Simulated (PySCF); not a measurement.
# FCI/STO-3G run of BHBr (SMILES [BH]Br)

What is the energy change on altering one bond length of BHBr at FCI/STO-3G? 

Program for the calculation: PySCF 2.14.0.

14 further runs of the same task are left out: 4 that didn't finish, 10 set aside as unsound or not needed.

### Step 1. The structure to begin with

BHBr has 3 atoms, charge 0, and is taken as a doublet. SMILES: `[BH]Br`. The coordinates come from a PBE0-D4/def2-TZVP relaxation.

Bond lengths: B1–Br2 1.868 Å, B1–H3 1.193 Å. Angles: Br2–B1–H3 123.6°.

### Step 2. The energy at FCI/STO-3G

Input file run.py:

```python
from pyscf import gto, mcscf

system = gto.M(
    atom='''
B   -0.094500  -0.523000  -0.115700
Br   1.181000   0.563200   0.709800
H   -1.097400  -0.105000  -0.607300
''',
    basis='sto-3g',
    max_memory=1860,
    spin=1,
    verbose=3,
)

hf = system.ROHF()
hf.conv_tol = 1e-10
hf.kernel()
if not hf.converged:
    hf = hf.newton().run(hf.mo_coeff, hf.mo_occ)

cas = mcscf.CASCI(hf, hf.mo_coeff.shape[-1] - 10, (system.nelec[0] - 10, system.nelec[1] - 10))  # full CI above the frozen core
cas.fix_spin_(ss=0.75)
cas.kernel()
energy = cas.e_tot
print('Final energy', energy)
```

Started as:

```bash
$ OMP_NUM_THREADS=1 python run.py
```

The program printed:

```text
converged SCF energy = -2569.56118654157
CASCI E = -2569.61010542140  E(CI) = -172.348029188026  S^2 = 0.7500000
Final energy -2569.6101054213996
```

Run time: 17 s. Hardware: 1 thread of Arm Neoverse N1, shared host; peak memory 0.19 GiB.

### Step 3. The distorted shape at the same level

Input file geometry.xyz:

```xyz
3

B     -2.390422    -2.478178    -1.601614
Br     1.181000     0.563200     0.709800
H     -3.393322    -2.060178    -2.093214
```

Input file run.py:

```python
from pyscf import gto, scf, mcscf

mol = gto.M(
    atom='geometry.xyz',
    charge=0,
    verbose=3,
    max_memory=1860,
    basis='sto-3g',
    spin=1,
)

hf = scf.ROHF(mol)
hf.conv_tol = 1e-10
hf.kernel()
if not hf.converged:
    hf = hf.newton().run(hf.mo_coeff, hf.mo_occ)

cas = mcscf.CASCI(hf, hf.mo_coeff.shape[-1] - 10, (mol.nelec[0] - 10, mol.nelec[1] - 10))  # full CI above the frozen core
cas.fix_spin_(ss=0.75)
cas.kernel()
energy = cas.e_tot
print('Final energy', energy)
```

Started as:

```bash
$ OMP_NUM_THREADS=1 python run.py
```

The program printed:

```text
converged SCF energy = -2569.38938077959
CASCI E = -2569.44529575643  E(CI) = -161.066199028583  S^2 = 0.7500000
Final energy -2569.445295756427
```

Wall time 13 s (1 thread of Arm Neoverse N1, shared host); peak memory 0.17 GiB.

### Step 4. Summary of results

At FCI/STO-3G, 10 core orbitals frozen:

| quantity | value |
| --- | --- |
| first shape: total energy | -2569.61011 Eh |
| first shape: dipole moment (Hartree–Fock density) | 0.94 D |
| first shape: correlation energy (10 core orbitals frozen) | -48.9 mEh |
| distorted shape: total energy | -2569.44530 Eh |
| distorted shape: dipole moment (Hartree–Fock density) | 1.02 D |
| distorted shape: correlation energy (10 core orbitals frozen) | -55.9 mEh |
| energy change with the B1–Br2 bond stretched from 1.868 to 5.229 Å | 4.485 eV |

**Reading.** With the B1–Br2 bond stretched from 1.868 to 5.229 Å the energy rises by 4.48 eV (103 kcal/mol). The first shape isn't relaxed at this level, so the change isn't measured from a minimum. The minimal basis adds a large error of its own. Mulliken charges (first shape) of the mean-field density run from -0.08 on Br2 to +0.14 on B1. Mulliken charges (distorted shape) of the mean-field density run from -0.13 on H3 to +0.13 on B1.
